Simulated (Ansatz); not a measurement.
# MgB (Pm-3m) in Ansatz: notebook

The runs below take MgB through single point, equation of state, with PBE.

All numbers are computed with Ansatz 0.2.0; they aren't measurements. Logs are shortened: lines on timing, memory, paths and dates and some standing lists are left out, and cuts for length are marked.

### Step 1. The crystal as given

Symmetry: Pm-3m, No. 221, cubic system. Conventional cell: a = 2.895 Å, b = 2.895 Å, c = 2.895 Å, α = 90.00°, β = 90.00°, γ = 90.00°. Mg (site symmetry m-3m) is surrounded by 8 B at 2.51 Å. B (site symmetry m-3m) has 8 Mg at 2.51 Å as nearest neighbours.

The cell was built by a generator and needn't be a form met in nature.

### Step 2. Single point, PBE, 11.41 Å³/atom (volume scaled by 0.94)

input.yaml reads:

```yaml
crystal:
  lattice:
    - [2.8360487226, 0.0, 0.0]
    - [0.0, 2.8360487226, 0.0]
    - [0.0, 0.0, 2.8360487226]
  atoms:
    - { symbol: Mg, position: [0.0, 0.0, 0.0] }
    - { symbol: B, position: [0.5, 0.5, 0.5] }
hamiltonian:
  xc: pbe
  pseudopotentials: { kind: nc, source: spms }
kpoints:
  mp_grid: { grid: [9, 9, 9] }
scf:
  occupations: { method: fermi_dirac, width: 0.05 }
output:
  forces: true
  stress: true
  eigenvalues: true
  write_density: true
  write_potential: true
  elf: true
  volumetric_format: npy
```

Potentials or basis: SPMS NC.

Run with:

```bash
$ ansatz run input.yaml --threads 2 --pin off --max-ram 5632MiB --backend cpu --events-out ev --progress --plain --runs-dir out
```

The program printed:

```text
Warning: RAYON_NUM_THREADS=2 ignored (pool sized by the plan → 2); use --threads N
Engine: ansatz 0.2.0, aarch64-unknown-linux-gnu
Pseudopotentials: kind: nc
Pseudopotential: Mg, nc, valence charge 10, recommended cutoff 761.918814887664 eV (normal), Mg.nc.azcp
Pseudopotential: B, nc, valence charge 3, recommended cutoff 789.130201133652 eV (normal), B.nc.azcp
Functional definition: PBE
  parameter kappa = 0.804
  parameter beta = 0.06672455060314922
  exchange = pbe_x(kappa = kappa, mu = beta*pi^2/3)
  correlation = pbe_c(beta = beta)
Crystal: 2 atoms, lattice volume = 22.811 Å³
Basis set: ecut = 789.130201133652 eV, 1189 PW (Γ), exchange–correlation on 54×54×54 points (8 copies of the dense FFT grid, shifted against one another)
Bands: 11, of which v1, the nominal top of the filled ones, is band 7 counted from 1 (6 counted from 0)
Symmetry: 48 space group operations
Space group: Pm-3m (ITA 221), of the structure as read, at distance tolerance 2.8e-5 Å
k-points: 35 of 729
Non-local potential: Mg, projectors of the file, l = 0: 2, l = 1: 2
Non-local potential: B, projectors of the file, l = 0: 2, l = 1: 2
Initial density: superposition of atomic densities (chi_scale 0.1, normalization cell, long waves kept (reshape's long-wave potential 0.00 eV rms))
Initial wavefunctions: pseudopotential atomic-orbital guess
Functional: x = pbe(κ = 0.804, μ = 0.2195149727645171), c = pbe(β = 0.06672455060314922)
SCF iter   1: F=—  HF=-1602.965946 eV  |F-HF|=—  |Δ(HF+E_count)|=         —  Δρ=3.08e-2  dr2=2.58e-1  ethr=3.10e-3  ⟨swp⟩=6.1  Hψ=2801  notcnv=0
preconditioner: auto → none  [insulator: Δε(μ)=0.126 eV  Ē_g=11.375 eV  σ=0.050 eV  W_gap=0.56  n_scr=6 (ndim 8)  ℏωp=17.4 eV  f_vac=0.000  D(μ)=0.95/eV (n_scr^D=6)  ε∞_Penn≈3.3]
SCF iter   2: F=—  HF=-1602.883182 eV  |F-HF|=—  |Δ(HF+E_count)|=   8.28e-2  Δρ=1.27e-2  dr2=2.11e-2  ethr=1.98e-3  ⟨swp⟩=2.7  Hψ=854  notcnv=0  defer=11
SCF iter   3: F=—  HF=-1602.881706 eV  |F-HF|=—  |Δ(HF+E_count)|=   1.48e-3  Δρ=4.06e-3  dr2=1.61e-3  ethr=1.62e-4  ⟨swp⟩=2.9  Hψ=726  notcnv=0  defer=11
SCF iter   4: F=—  HF=-1602.881917 eV  |F-HF|=—  |Δ(HF+E_count)|=   2.11e-4  Δρ=2.65e-4  dr2=5.51e-6  ethr=1.24e-5  ⟨swp⟩=1.2  Hψ=390  notcnv=0  defer=11
SCF iter   5: F=—  HF=-1602.881855 eV  |F-HF|=—  |Δ(HF+E_count)|=   6.14e-5  Δρ=5.47e-5  dr2=2.72e-7  ethr=4.23e-8  ⟨swp⟩=2.8  Hψ=657  notcnv=0  defer=11
SCF iter   6: F=-1602.881855 eV  HF=-1602.881855 eV  |F-HF|=3.25e-8  |Δ(HF+E_count)|=   1.21e-7  Δρ=1.63e-5  dr2=4.15e-8  ethr=7.69e-10  ⟨swp⟩=12.9  Hψ=3119  notcnv=0
SCF 1 converged in 6 iterations: F = -1602.881855 eV  dr2 = 4.15e-8
SCF converged after 6 iterations
Free energy (F): -1602.881855 eV
Harris-Foulkes:  -1602.881855 eV  (|F-HF|=3.25e-8)
Internal energy: -1602.874663 eV  (E = F + TS)
E sigma→0 (E₀):  -1602.878259 eV
Entropy (-TS):   -0.007192 eV (-3.596 meV/atom)
Fermi energy:    9.529891 eV
--- Per-component energies (eV) ---
  E_band       = -302.476035
  E_kinetic    = 800.384473
  E_local      = -1580.490112  (includes V_loc(G=0)·N_el)
  E_nonlocal   = -142.830973
  E_hartree    = 458.533758
  E_xc         = -231.194006
  E_vxc        = -296.612973  (∫ρ·V_xc dr)
  E_ewald      = -907.277802
  E_smearing   = -0.007192  (= −TS)
  E_closure    = 0.000000  (closes the sum)
  Σ components = -1602.881855   (vs F -1602.881855, Δ=0.00e0)
--- Forces (eV/Å), atoms counted from 1 ---
  atom   1  Mg    -0.00000000     0.00000000    -0.00000000
  atom   2  B      0.00000000    -0.00000000     0.00000000
  max |Σ_I F_I| component: 1.05e-30 eV/Å
--- Stress (GPa, compression-positive) ---
        6.204950      -0.000000       0.000000
       -0.000000       6.204950       0.000000
        0.000000       0.000000       6.204950
  P = ⅓ Tr σ = 6.2049 GPa (62.049 kbar)
--- Band table (eV; the first three rows and the last of 35) ---
  k-point 0: bands = ["-65.8013", "-32.5762", "-32.5762", "-32.5762", "-1.7618", "12.0027", "12.0027", "12.0027", "16.5232", "16.5232", "19.2559"]
  k-point 1: bands = ["-65.8007", "-32.5840", "-32.5755", "-32.5755", "-1.5573", "10.5030", "12.1174", "12.1174", "16.7508", "17.7923", "19.7338"]
  k-point 2: bands = ["-65.7991", "-32.6036", "-32.5737", "-32.5737", "-0.9513", "8.0346", "12.4316", "12.4316", "17.4317", "18.9935", "21.3541"]
  k-point 34: bands = ["-65.7860", "-32.6243", "-32.6240", "-32.6240", "6.4760", "7.9259", "7.9259", "8.9207", "13.8535", "13.8535", "13.8764"]
```

It took 0.9 s on 2 threads of Arm Neoverse V2, shared host; peak memory 0.25 GiB.

What came out:

| Quantity | Value |
| --- | --- |
| Free energy | -1602.8819 eV |
| Pressure | 6.2 GPa |
| Band gap on the k mesh | none (metal or under the smearing width) |

### Step 3. Single point, PBE, 11.65 Å³/atom (volume scaled by 0.96)

input.yaml reads:

```yaml
crystal:
  lattice:
    - [2.8560215548, 0.0, 0.0]
    - [0.0, 2.8560215548, 0.0]
    - [0.0, 0.0, 2.8560215548]
  atoms:
    - { symbol: Mg, position: [0.0, 0.0, 0.0] }
    - { symbol: B, position: [0.5, 0.5, 0.5] }
hamiltonian:
  xc: pbe
  pseudopotentials: { kind: nc, source: spms }
kpoints:
  mp_grid: { grid: [9, 9, 9] }
scf:
  occupations: { method: fermi_dirac, width: 0.05 }
output:
  forces: true
  stress: true
  eigenvalues: true
```

Potentials or basis: SPMS NC.

Run with:

```bash
$ ansatz run input.yaml --threads 2 --pin off --max-ram 5632MiB --backend cpu --events-out ev --progress --plain --runs-dir out
```

It took 0.69 s on 2 threads of Arm Neoverse V2, shared host; peak memory 0.24 GiB.

Results (log left out):

```yaml
Free_energy: -1602.8973 eV
Pressure: 4.0 GPa
Band_gap_on_the_k_mesh: none (metal or under the smearing width)
```

### Step 4. Single point, PBE, 11.89 Å³/atom (volume scaled by 0.98)

input.yaml: that of step 3 with these lines changed.

```diff
@@ -2,5 +2,5 @@
   lattice:
-    - [2.8560215548, 0.0, 0.0]
-    - [0.0, 2.8560215548, 0.0]
-    - [0.0, 0.0, 2.8560215548]
+    - [2.8757188776, 0.0, 0.0]
+    - [0.0, 2.8757188776, 0.0]
+    - [0.0, 0.0, 2.8757188776]
   atoms:
@@ -19 +19,5 @@
   eigenvalues: true
+  write_density: true
+  write_potential: true
+  elf: true
+  volumetric_format: npy
```

Run with:

```bash
$ ansatz run input.yaml --threads 2 --pin off --max-ram 5632MiB --backend cpu --events-out ev --progress --plain --runs-dir out
```

Run time: 1 s. Hardware: 2 threads of Arm Neoverse V2, shared host; peak memory 0.25 GiB.

The run converged. Its results:

```yaml
Free_energy: -1602.9065 eV
Pressure: 2.1 GPa
Band_gap_on_the_k_mesh: none (metal or under the smearing width)
```

### Step 5. Single point, PBE, 12.13 Å³/atom

input.yaml: that of step 4 with these lines changed.

```diff
@@ -2,5 +2,5 @@
   lattice:
-    - [2.8757188776, 0.0, 0.0]
-    - [0.0, 2.8757188776, 0.0]
-    - [0.0, 0.0, 2.8757188776]
+    - [2.89515, 0.0, 0.0]
+    - [0.0, 2.89515, 0.0]
+    - [0.0, 0.0, 2.89515]
   atoms:
@@ -19,5 +19 @@
   eigenvalues: true
-  write_density: true
-  write_potential: true
-  elf: true
-  volumetric_format: npy
```

Run with:

```bash
$ ansatz run input.yaml --threads 2 --pin off --max-ram 5632MiB --backend cpu --events-out ev --progress --plain --runs-dir out
```

Wall time 0.72 s (2 threads of Arm Neoverse V2, shared host); peak memory 0.25 GiB.

The run converged. Its results:

- Free energy: -1602.9100 eV
- Pressure: 0.3 GPa
- Band gap on the k mesh: none (metal or under the smearing width)

### Step 6. Single point, PBE, 12.38 Å³/atom (volume scaled by 1.02)

input.yaml: that of step 5 with these lines changed.

```diff
@@ -2,5 +2,5 @@
   lattice:
-    - [2.89515, 0.0, 0.0]
-    - [0.0, 2.89515, 0.0]
-    - [0.0, 0.0, 2.89515]
+    - [2.9143237376, 0.0, 0.0]
+    - [0.0, 2.9143237376, 0.0]
+    - [0.0, 0.0, 2.9143237376]
   atoms:
```

Potentials or basis: SPMS NC.

Run with:

```bash
$ ansatz run input.yaml --threads 2 --pin off --max-ram 5632MiB --backend cpu --events-out ev --progress --plain --runs-dir out
```

It took 0.72 s on 2 threads of Arm Neoverse V2, shared host; peak memory 0.24 GiB.

Results (log left out):

* Free energy: -1602.9085 eV
* Pressure: -1.3 GPa
* Band gap on the k mesh: none (metal or under the smearing width)

### Step 7. Single point, PBE, 12.62 Å³/atom (volume scaled by 1.04)

input.yaml: that of step 6 with these lines changed.

```diff
@@ -2,5 +2,5 @@
   lattice:
-    - [2.9143237376, 0.0, 0.0]
-    - [0.0, 2.9143237376, 0.0]
-    - [0.0, 0.0, 2.9143237376]
+    - [2.933248448, 0.0, 0.0]
+    - [0.0, 2.933248448, 0.0]
+    - [0.0, 0.0, 2.933248448]
   atoms:
```

Run with:

```bash
$ ansatz run input.yaml --threads 2 --pin off --max-ram 5632MiB --backend cpu --events-out ev --progress --plain --runs-dir out
```

Wall time 0.73 s (2 threads of Arm Neoverse V2, shared host); peak memory 0.24 GiB.

The run converged. Its results:

```yaml
Free_energy: -1602.9023 eV
Pressure: -2.8 GPa
Band_gap_on_the_k_mesh: none (metal or under the smearing width)
```

### Step 8. Single point, PBE, 12.86 Å³/atom (volume scaled by 1.06)

input.yaml: that of step 7 with these lines changed.

```diff
@@ -2,5 +2,5 @@
   lattice:
-    - [2.933248448, 0.0, 0.0]
-    - [0.0, 2.933248448, 0.0]
-    - [0.0, 0.0, 2.933248448]
+    - [2.9519320628, 0.0, 0.0]
+    - [0.0, 2.9519320628, 0.0]
+    - [0.0, 0.0, 2.9519320628]
   atoms:
```

Run with:

```bash
$ ansatz run input.yaml --threads 2 --pin off --max-ram 5632MiB --backend cpu --events-out ev --progress --plain --runs-dir out
```

It took 0.75 s on 2 threads of Arm Neoverse V2, shared host; peak memory 0.25 GiB.

Results (log left out):

- Free energy: -1602.8918 eV
- Pressure: -4.1 GPa
- Band gap on the k mesh: none (metal or under the smearing width)

### Step 9. Equation of state, PBE

Potentials or basis: SPMS NC.

This step only gathers the single runs of the series.

Results:

```yaml
Equilibrium_volume: 12.18 Å³/atom
Bulk_modulus: 83 GPa
Pressure_derivative_of_the_bulk_modulus: "3.7 (rough: it moves with the points fitted)"
```

Energy against volume, from the lowest point:
| volume (Å³/atom) | energy (meV/atom) |
| --- | --- |
| 11.405 | 14.07 |
| 11.648 | 6.36 |
| 11.891 | 1.77 |
| 12.133 | 0.00 |
| 12.376 | 0.75 |
| 12.619 | 3.83 |
| 12.861 | 9.09 |
